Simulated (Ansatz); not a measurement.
# Al10P10 zinc blende bond sphere (Al10P10H30): geometry, orbitals and charge

What does Al10P10 zinc blende bond sphere (Al10P10H30) look like as a singlet, and where do its frontier electrons sit?

Program: Ansatz 0.2.0, Gaussian basis. Level of theory: RKS PBE0-D4/def2-SVP. These are calculated values, not measurements.

The runs, in order: relaxation at r2SCAN-D4/def2-SVP; a single point at PBE0-D4/def2-SVP.

### 1 The starting structure

50 atoms, charge 0, spin multiplicity 1.

Atoms are counted from 1 here; the program's logs count them from 0.

Bond lengths: Al1–P11 2.406 Å, Al1–P12 2.404 Å, Al1–P13 2.378 Å, Al1–H21 1.539 Å, Al2–P11 2.458 Å, Al2–P14 2.414 Å, Al2–H22 1.545 Å, Al2–H23 1.556 Å, Al3–P13 2.376 Å, Al3–P15 2.406 Å, Al3–P16 2.405 Å, Al3–H24 1.540 Å, Al4–P14 2.413 Å, Al4–P15 2.457 Å, Al4–H25 1.555 Å, Al4–H26 1.546 Å, Al5–P12 2.458 Å, Al5–P17 2.412 Å and more. Angles: P11–Al1–P12 92.7°, P11–Al1–P13 108.1°, P11–Al1–H21 113.5°, P12–Al1–P13 108.3°, P12–Al1–H21 114.3°, P13–Al1–H21 117.2°, P11–Al2–P14 93.7°, P11–Al2–H22 109.1°, P11–Al2–H23 102.7°, P14–Al2–H22 112.4°, P14–Al2–H23 114.3°, H22–Al2–H23 120.3°, P13–Al3–P15 108.1°, P13–Al3–P16 108.4°, P13–Al3–H24 117.2°, P15–Al3–P16 92.6°, P15–Al3–H24 113.7°, P16–Al3–H24 114.0° and more.

The start is a GFN2-xTB geometry.

### 2 Relaxation at r2SCAN-D4/def2-SVP

Input file in.yaml:

```yaml
crystal:
  periodic: [false, false, false]
  atoms:
    - {symbol: Al, position_ang: [-2.163110, -2.183090, -0.589540]}
    - {symbol: Al, position_ang: [-2.376810, 1.077560, -3.651790]}
    - {symbol: Al, position_ang: [-2.165170, 0.590430, 2.174420]}
    - {symbol: Al, position_ang: [-2.369380, 3.641500, -1.088300]}
    - {symbol: Al, position_ang: [1.073580, -2.379280, -3.628040]}
    - {symbol: Al, position_ang: [0.584340, -2.163210, 2.175530]}
    - {symbol: Al, position_ang: [3.645460, -2.370990, -1.078940]}
    - {symbol: Al, position_ang: [0.649640, 0.654050, -0.654750]}
    - {symbol: Al, position_ang: [1.073380, 3.632340, 2.376920]}
    - {symbol: Al, position_ang: [3.626240, 1.078750, 2.385970]}
    - {symbol: P, position_ang: [-3.183360, -0.775630, -2.252800]}
    - {symbol: P, position_ang: [-0.732290, -3.245740, -2.203080]}
    - {symbol: P, position_ang: [-0.816650, -0.812920, 0.811800]}
    - {symbol: P, position_ang: [-0.898430, 1.931600, -1.945330]}
    - {symbol: P, position_ang: [-3.188630, 2.246570, 0.760470]}
    - {symbol: P, position_ang: [-0.742150, 2.215090, 3.232200]}
    - {symbol: P, position_ang: [1.939850, -0.894630, -1.935860]}
    - {symbol: P, position_ang: [2.242320, -3.187330, 0.766880]}
    - {symbol: P, position_ang: [2.208500, -0.741140, 3.234610]}
    - {symbol: P, position_ang: [1.935640, 1.936140, 0.894050]}
    - {symbol: H, position_ang: [-3.154970, -3.136000, 0.101870]}
    - {symbol: H, position_ang: [-1.607500, 0.501280, -4.861560]}
    - {symbol: H, position_ang: [-3.662220, 1.926340, -3.870330]}
    - {symbol: H, position_ang: [-3.151230, -0.099020, 3.135470]}
    - {symbol: H, position_ang: [-3.651180, 3.878920, -1.935410]}
    - {symbol: H, position_ang: [-1.595670, 4.844740, -0.502210]}
    - {symbol: H, position_ang: [0.397650, -1.614850, -4.793670]}
    - {symbol: H, position_ang: [1.947580, -3.634940, -3.902690]}
    - {symbol: H, position_ang: [-0.107930, -3.146690, 3.135950]}
    - {symbol: H, position_ang: [3.869510, -3.654120, -1.929440]}
    - {symbol: H, position_ang: [4.847720, -1.604640, -0.482260]}
    - {symbol: H, position_ang: [0.420940, 4.811270, 1.616390]}
    - {symbol: H, position_ang: [1.942910, 3.894240, 3.638450]}
    - {symbol: H, position_ang: [4.808920, 0.432210, 1.625360]}
    - {symbol: H, position_ang: [3.876230, 1.948640, 3.649710]}
    - {symbol: H, position_ang: [-3.938840, -1.649590, -3.021680]}
    - {symbol: H, position_ang: [-4.295610, -0.206990, -1.640990]}
    - {symbol: H, position_ang: [-1.627320, -3.928730, -3.014140]}
    - {symbol: H, position_ang: [-0.230400, -4.402690, -1.621720]}
    - {symbol: H, position_ang: [-0.015500, 2.699090, -2.712370]}
    - {symbol: H, position_ang: [-4.300960, 1.633400, 0.194240]}
    - {symbol: H, position_ang: [-3.942870, 3.019250, 1.632210]}
    - {symbol: H, position_ang: [-1.633250, 3.014730, 3.933690]}
    - {symbol: H, position_ang: [-0.221180, 1.626190, 4.377580]}
    - {symbol: H, position_ang: [2.701690, -0.011460, -2.707820]}
    - {symbol: H, position_ang: [1.631330, -4.301740, 0.202150]}
    - {symbol: H, position_ang: [3.012950, -3.939770, 1.641850]}
    - {symbol: H, position_ang: [3.010260, -1.631610, 3.934690]}
    - {symbol: H, position_ang: [1.622020, -0.220460, 4.381320]}
    - {symbol: H, position_ang: [2.703940, 2.702940, 0.010940]}
basis:
  gaussian: {orbitals: def2-SVP, fitting: {mean_field: def2-universal-jkfit}}
hamiltonian: {xc: r2scan, dispersion: d4}
scf: {lower_state_search: "off"}
output: {orbitals: {seedname: orbitals}}
relax: {f_tol: 0.03, max_steps: 70}
```

Started as:

```
$ ansatz run in.yaml --threads 2 --pin off --events-out ev --progress --plain --max-ram 22528MiB --backend cuda --devices 0, --max-vram 18GiB
```

Standard output, shortened:

```text
Functional definition: r2SCAN
  name "r2SCAN"
  cite "Furness, Kaplan, Ning, Perdew & Sun, J. Phys. Chem. Lett. 11, 8208 (2020) doi:10.1021/acs.jpclett.0c02405"
  cite "Furness, Kaplan, Ning, Perdew & Sun, J. Phys. Chem. Lett. 11, 9248 (2020) doi:10.1021/acs.jpclett.0c03077"
  parent r2scan
[...]
3100 factors; integrals over basis functions are off by at most 3.4e-1 eV
[...]
mean field -159294.53072416 eV, -5853.9660304018 hartree, gradient 2.6e-6 eV, S^2 0.000000; 0 other end points of the search recorded, 0 dependent functions left out
[...]
reference -159294.53075661 eV, -5853.9660315944 hartree; 155, 155 occupied and 355, 355 virtual orbitals, 3100 factors
relax step   1: F+E_penalty+E_count = -159295.52739671 eV  Δ(F+E_penalty+E_count) = +0.000e0 eV  max|allowed force component| = 7.572e-1 eV/Å  Δτ_max = 0.0000 Å  (17 SCF iters, accepted)
[...]
relax step   6: F+E_penalty+E_count = -159296.49123168 eV  Δ(F+E_penalty+E_count) = -2.849e-2 eV  max|allowed force component| = 1.554e-2 eV/Å  Δτ_max = 0.0700 Å  (19 SCF iters, accepted)
[...]
relax step  11: F+E_penalty+E_count = -159296.50508845 eV  Δ(F+E_penalty+E_count) = -6.369e-3 eV  max|allowed force component| = 2.371e-1 eV/Å  Δτ_max = 0.1987 Å  (18 SCF iters, accepted)
[...]
relax step  16: F+E_penalty+E_count = -159296.76665591 eV  Δ(F+E_penalty+E_count) = -1.073e-1 eV  max|allowed force component| = 7.351e-2 eV/Å  Δτ_max = 0.2000 Å  (19 SCF iters, accepted)
[...]
Atom 35 at    -3.257267    -1.954353    -3.419422 Å, force     0.002237    -0.003572     0.002262 eV/Å
Atom 36 at    -4.381326    -0.863727    -1.965253 Å, force    -0.000753    -0.003249     0.001417 eV/Å
Atom 37 at    -1.180102    -4.499792    -2.555862 Å, force    -0.011579    -0.003303    -0.011751 eV/Å
Atom 38 at     0.421554    -4.292426    -1.129741 Å, force     0.018514    -0.000026     0.011841 eV/Å
Atom 39 at     0.101965     2.836922    -2.795282 Å, force    -0.002523    -0.008714    -0.000327 eV/Å
Atom 40 at    -4.288197     1.220645    -0.459138 Å, force     0.000633    -0.017252    -0.019003 eV/Å
Atom 41 at    -4.461555     2.617584     1.170700 Å, force    -0.007696     0.011638     0.015369 eV/Å
Atom 42 at    -1.989069     3.395618     3.271915 Å, force    -0.002948    -0.004718    -0.001836 eV/Å
Atom 43 at    -0.934295     1.922090     4.408242 Å, force    -0.002203     0.004742    -0.002303 eV/Å
Atom 44 at     2.762803     0.085944    -2.859433 Å, force     0.005676     0.001048     0.010041 eV/Å
Atom 45 at     2.010652    -4.386914     0.903296 Å, force    -0.001918     0.000619     0.003947 eV/Å
Atom 46 at     3.443830    -3.200202     1.956907 Å, force    -0.001007    -0.000760     0.002986 eV/Å
Atom 47 at     2.626130    -1.192101     4.442193 Å, force     0.020339    -0.023078     0.007014 eV/Å
Atom 48 at     1.213992     0.424583     4.290993 Å, force    -0.018284     0.024281    -0.003038 eV/Å
Atom 49 at     2.790911     2.835822    -0.073986 Å, force    -0.005949    -0.001607     0.001277 eV/Å
Dipole moment:    -0.663361    -0.657932     0.672188 e Å
Checks for a lower state left out: stability, starts, cluster_reference, orbital_swaps, neighbouring_geometries, increment
```

Wall time 2.3 min (1 × H100 (card shared with other runs) with 2 threads of AMD EPYC 7R13, shared host); peak host memory 1.2 GiB.

Along the way: (the energy doesn't fall at every step)

```
step  energy from step 1 (eV)  largest force component (eV/Å)
   1                   0.0000                          0.7572
   2                  -0.7364                          0.4069
   3                  -0.8986                          0.0799
   4                  -0.9353                          0.0627
   5                  -0.9235                          0.1744
   6                  -0.9638                          0.0155
   7                  -0.9680                          0.0133
   8                  -0.9683                          0.0101
   9                  -0.9688                          0.0100
  10                  -0.9713                          0.0510
  11                  -0.9777                          0.2371
  12                  -0.9890                          0.3285
  13                  -1.0263                          0.4391
  14                  -1.0628                          0.2986
  15                  -1.1320                          0.3556
  16                  -1.2393                          0.0735
  17                  -1.2832                          0.1527
  18                  -1.2923                          0.3831
  19                  -1.3127                          0.2267
  20                  -1.3319                          0.0243
```

The force was under the threshold of 0.03 eV/Å already at step 6, but the program went on to step 20.

Distances of close pairs at the start and the end, largest changes first:

| bond | before (Å) | after (Å) | change (Å) |
| --- | --- | --- | --- |
| Al8–P13 | 2.540 | 2.380 | -0.160 |
| Al4–H26 | 1.546 | 1.600 | +0.054 |
| Al10–H34 | 1.548 | 1.600 | +0.052 |
| Al5–H27 | 1.549 | 1.600 | +0.050 |
| Al1–H21 | 1.539 | 1.588 | +0.048 |
| Al6–H29 | 1.539 | 1.587 | +0.048 |
| Al3–H24 | 1.540 | 1.587 | +0.047 |
| Al9–H33 | 1.554 | 1.600 | +0.045 |

Bonds by kind at the end (by distance):

| bond | count | shortest (Å) | longest (Å) |
| --- | --- | --- | --- |
| Al–P | 25 | 2.374 | 2.478 |
| H–P | 15 | 1.418 | 1.424 |
| Al–H | 15 | 1.585 | 1.600 |

### 3 Single point, PBE0-D4/def2-SVP

start.molden holds the orbitals of an earlier run on this state, given as this run's starting guess.

Input file in.yaml:

```yaml
crystal:
  periodic: [false, false, false]
  atoms:
    - {symbol: Al, position_ang: [-1.981725, -2.221523, -0.595406]}
    - {symbol: Al, position_ang: [-2.446906, 1.158070, -3.502348]}
    - {symbol: Al, position_ang: [-2.246858, 0.589959, 1.958379]}
    - {symbol: Al, position_ang: [-1.999948, 3.640622, -0.670572]}
    - {symbol: Al, position_ang: [0.663707, -2.052992, -3.609585]}
    - {symbol: Al, position_ang: [0.607178, -1.969355, 2.216731]}
    - {symbol: Al, position_ang: [3.483031, -2.459434, -1.176056]}
    - {symbol: Al, position_ang: [0.679369, 0.692563, -0.686386]}
    - {symbol: Al, position_ang: [1.137979, 3.453180, 2.516843]}
    - {symbol: Al, position_ang: [3.627454, 0.689817, 1.996436]}
    - {symbol: P, position_ang: [-3.032090, -0.985395, -2.405263]}
    - {symbol: P, position_ang: [-0.419396, -3.476920, -1.929575]}
    - {symbol: P, position_ang: [-0.691101, -0.686183, 0.687302]}
    - {symbol: P, position_ang: [-0.768685, 2.047958, -1.990335]}
    - {symbol: P, position_ang: [-3.453300, 1.978813, 0.401133]}
    - {symbol: P, position_ang: [-1.024119, 2.374239, 3.060692]}
    - {symbol: P, position_ang: [1.969802, -0.769836, -2.043011]}
    - {symbol: P, position_ang: [2.419485, -3.025390, 0.988252]}
    - {symbol: P, position_ang: [1.979679, -0.416525, 3.443920]}
    - {symbol: P, position_ang: [2.015573, 2.000116, 0.779428]}
    - {symbol: H, position_ang: [-3.041380, -3.066973, 0.231084]}
    - {symbol: H, position_ang: [-1.910943, 0.891185, -4.970223]}
    - {symbol: H, position_ang: [-3.768208, 2.014301, -3.220859]}
    - {symbol: H, position_ang: [-3.135600, -0.243211, 2.975919]}
    - {symbol: H, position_ang: [-2.810478, 4.678501, -1.558945]}
    - {symbol: H, position_ang: [-1.194966, 4.093876, 0.636119]}
    - {symbol: H, position_ang: [-0.653356, -1.282397, -4.089614]}
    - {symbol: H, position_ang: [1.571419, -2.873531, -4.621607]}
    - {symbol: H, position_ang: [-0.212680, -3.018439, 3.080985]}
    - {symbol: H, position_ang: [3.156820, -3.777767, -2.021320]}
    - {symbol: H, position_ang: [4.967485, -1.954258, -0.942747]}
    - {symbol: H, position_ang: [0.896990, 4.952480, 2.061742]}
    - {symbol: H, position_ang: [1.985958, 3.091944, 3.824455]}
    - {symbol: H, position_ang: [4.094155, -0.603105, 1.178399]}
    - {symbol: H, position_ang: [4.655624, 1.585926, 2.809906]}
    - {symbol: H, position_ang: [-3.257267, -1.954353, -3.419422]}
    - {symbol: H, position_ang: [-4.381326, -0.863727, -1.965253]}
    - {symbol: H, position_ang: [-1.180102, -4.499792, -2.555862]}
    - {symbol: H, position_ang: [0.421554, -4.292426, -1.129741]}
    - {symbol: H, position_ang: [0.101965, 2.836922, -2.795282]}
    - {symbol: H, position_ang: [-4.288197, 1.220645, -0.459138]}
    - {symbol: H, position_ang: [-4.461555, 2.617584, 1.170700]}
    - {symbol: H, position_ang: [-1.989069, 3.395618, 3.271915]}
    - {symbol: H, position_ang: [-0.934295, 1.922090, 4.408242]}
    - {symbol: H, position_ang: [2.762803, 0.085944, -2.859433]}
    - {symbol: H, position_ang: [2.010652, -4.386914, 0.903296]}
    - {symbol: H, position_ang: [3.443830, -3.200202, 1.956907]}
    - {symbol: H, position_ang: [2.626130, -1.192101, 4.442193]}
    - {symbol: H, position_ang: [1.213992, 0.424583, 4.290993]}
    - {symbol: H, position_ang: [2.790911, 2.835822, -0.073986]}
basis:
  gaussian: {orbitals: def2-SVP, fitting: {mean_field: def2-universal-jkfit}, initial_orbitals: start.molden}
hamiltonian: {xc: pbe0, dispersion: d4}
scf: {omitted_lower_state_checks: [starts]}
output: {orbitals: {seedname: orbitals}}
```

Same command.

Standard output:

```text
Functional definition: PBE0
  name "PBE0"
  cite "Adamo & Barone, J. Chem. Phys. 110, 6158 (1999) doi:10.1063/1.478522"
  cite "Perdew, Burke & Ernzerhof, Phys. Rev. Lett. 77, 3865 (1996) doi:10.1103/PhysRevLett.77.3865"
  parent pbe
  parameter a = 0.25
  parameter kappa = 0.804
  parameter beta = 0.06672455060314922
  exchange = (1 - a)*pbe_x(kappa = kappa, mu = beta*pi^2/3) + a*exact_x
  correlation = pbe_c(beta = beta)
these checks for a lower state are left out or cut short: starts
3100 factors; integrals over basis functions are off by at most 3.4e-1 eV
mean field evaluation 1: about -159242.6823 eV, gradient 9.0e0 eV
mean field evaluation 2: about -159242.8240 eV, gradient 1.5e-1 eV
mean field evaluation 4: about -159242.8184 eV, gradient 1.9e-4 eV
mean field -159242.81836971 eV, -5852.0656364279 hartree, gradient 2.6e-5 eV, S^2 0.000000; 0 other end points of the search recorded, 0 dependent functions left out
reference -159242.81844739 eV, -5852.0656392825 hartree; 155, 155 occupied and 355, 355 virtual orbitals, 3100 factors
Total energy: -159245.95298462 eV, -5852.1808314009 hartree
Checks for a lower state left out: starts
```

Run time: 7 s. Hardware: 1 × H100 (card shared with other runs) with 2 threads of AMD EPYC 7R13, shared host; peak host memory 1.1 GiB.

From the report: HOMO -7.38 eV, LUMO -1.52 eV.

Mulliken charges, from this run's orbitals:

Al1 0.54; Al2 0.40; Al3 0.54; Al4 0.41; Al5 0.41; Al6 0.53; Al7 0.40; Al8 0.76; Al9 0.40; Al10 0.40; P11 -0.31; P12 -0.30; P13 -0.83; P14 -0.55; P15 -0.30; P16 -0.31; P17 -0.55; P18 -0.31; P19 -0.30; P20 -0.55; H21 -0.08; H22 -0.10; H23 -0.12; H24 -0.08; H25 -0.10; H26 -0.14; H27 -0.14; H28 -0.10; H29 -0.08; H30 -0.11; H31 -0.10; H32 -0.10; H33 -0.12; H34 -0.14; H35 -0.10; H36 0.08; H37 0.06; H38 0.07; H39 0.07; H40 0.08; H41 0.07; H42 0.07; H43 0.08; H44 0.06; H45 0.08; H46 0.06; H47 0.08; H48 0.07; H49 0.07; H50 0.08

Largest Mayer bond orders: Al2–H22 0.96; Al4–H25 0.96; Al5–H28 0.96; Al9–H32 0.96; Al10–H35 0.96; Al7–H31 0.96; Al1–H21 0.95; Al3–H24 0.95; Al6–H29 0.95; P11–H36 0.94.

### 4 What came out

| quantity | value |
| --- | --- |
| point group | C1 |
| commonest bond, hydrogen aside | Al–P, 25 of mean length 2.419 Å |
| HOMO, LUMO at PBE0-D4/def2-SVP | -7.38, -1.52 eV |
| dipole at r2SCAN-D4/def2-SVP | 5.53 D |

In words: The molecule keeps its bonding pattern by the stored test; the atoms moved 0.68 Å (rms), and the angle Al3–P15–Al4 went from 134° to 112°. No usable vibrations, so a minimum isn't proven. Whether this spin is the lowest isn't tested here. The point group is read from a loosely relaxed geometry; soft torsions can leave it below the true symmetry.
